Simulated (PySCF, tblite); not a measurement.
**C7H11BO2: geometry, infrared bands and NMR shifts**

What infrared bands and NMR shifts should C7H11BO2 (`C#C[C@H](B(O)O)C1CCC1`) show?

Computed with tblite 0.8.0 and PySCF 2.14.0, with density-fitted response routines of our own, on a single molecule in the gas phase. Atoms count from 0, in the outputs and in this text.

### Step 1. The starting structure

21 atoms, charge 0, multiplicity 1; geometry from: force field or distance geometry start.

Bonds of the start (Å): C0–C1 1.22, C1–C2 1.45, C2–B3 1.59, B3–O4 1.44, B3–O5 1.45, C2–C6 1.51, C6–C7 1.51, C7–C8 1.50, C8–C9 1.51, C9–C6 1.49, C0–H10 1.05, C2–H11 1.09, O4–H12 0.98, O5–H13 1.01, C6–H14 1.13, C7–H15 1.12, C7–H16 1.11, C8–H17 1.13, C8–H18 1.12, C9–H19 1.11, C9–H20 1.10.

### Step 2. Relaxing the molecule with GFN2-xTB

What the job is given:

```
{"job": {"kind": "relax", "xc": "GFN2-xTB", "basis": "xTB"}, "charge": 0, "multiplicity": 1}
C      2.609900    -1.901100     0.720800
C      1.807500    -1.101100     0.269800
C      0.836200    -0.149700    -0.246700
B      1.413700     1.303300     0.018100
O      0.513600     2.421400     0.140100
O      2.843200     1.484600    -0.166100
C     -0.456300    -0.288900     0.512100
C     -1.443000     0.710600    -0.046300
C     -2.500800    -0.354500     0.047700
C     -1.400100    -1.380500     0.131300
H      3.289800    -2.609500     1.099800
H      0.671900    -0.249000    -1.323900
H      0.814300     3.173800    -0.404200
H      3.324600     1.320800     0.710600
H     -0.344200    -0.214800     1.632300
H     -1.201900     0.944800    -1.110500
H     -1.632500     1.611700     0.569200
H     -3.122700    -0.255200     0.980000
H     -3.161300    -0.431300    -0.853400
H     -1.640500    -2.126700     0.912500
H     -1.230400    -1.891600    -0.829600
```

Started as:

```console
$ OMP_NUM_THREADS=1 python probes_run.py task.json out
```

One launch serves the whole session: the jobs run in the order shown.

**Question.** This job is followed by: GFN2-xTB harmonic vibrations, gas phase; GIAO PBE0/pcSseg-1 NMR shielding, non-relativistic, gas phase. Predict these results of the whole session: strongest single infrared mode (GFN2-xTB); zero-point energy (GFN2-xTB); 13C shifts against TMS (PBE0/pcSseg-1); 1H shifts against TMS (PBE0/pcSseg-1, means over atoms taken as alike); 11B shifts against BF3·OEt2 (PBE0/pcSseg-1); 17O shifts against H2O (PBE0/pcSseg-1, means over atoms taken as alike); surface potential, 1st and 99th percentile.

The runs gave:

| quantity | value |
| --- | --- |
| strongest single infrared mode (GFN2-xTB) | 1231 cm⁻¹, 418 km/mol |
| zero-point energy (GFN2-xTB) | 106.0 kcal/mol |
| 13C shifts against TMS (PBE0/pcSseg-1) | 93.1, 74.3, 37.1, 30.5, 30.1, 26.9, 16.0 ppm |
| 1H shifts against TMS (PBE0/pcSseg-1, means over atoms taken as alike) | 4.75, 2.50, 2.28, 2.19, 2.13, 1.96, 1.92, 1.88, 1.87, 1.37 ppm |
| 11B shifts against BF3·OEt2 (PBE0/pcSseg-1) | 26.8 ppm |
| 17O shifts against H2O (PBE0/pcSseg-1, means over atoms taken as alike) | 120.3 ppm |
| surface potential, 1st and 99th percentile | -1.12 V and 2.02 V |

**Reading.** Over 143 steps the energy fell by 1.601 eV; of the close pairs, B3–O5 changed most, 1.453 to 1.357 Å. No mode is imaginary among the 57: a minimum at this level. The strongest single mode, at 1231 cm⁻¹, moves mainly B3. Unscaled tight-binding wavenumbers are off by several per cent, some by more. Its intensities can rank the bands wrongly. At PBE0/pcSseg-1: The largest span, 302 ppm, is at C1, where the paramagnetic term is -169 ppm.
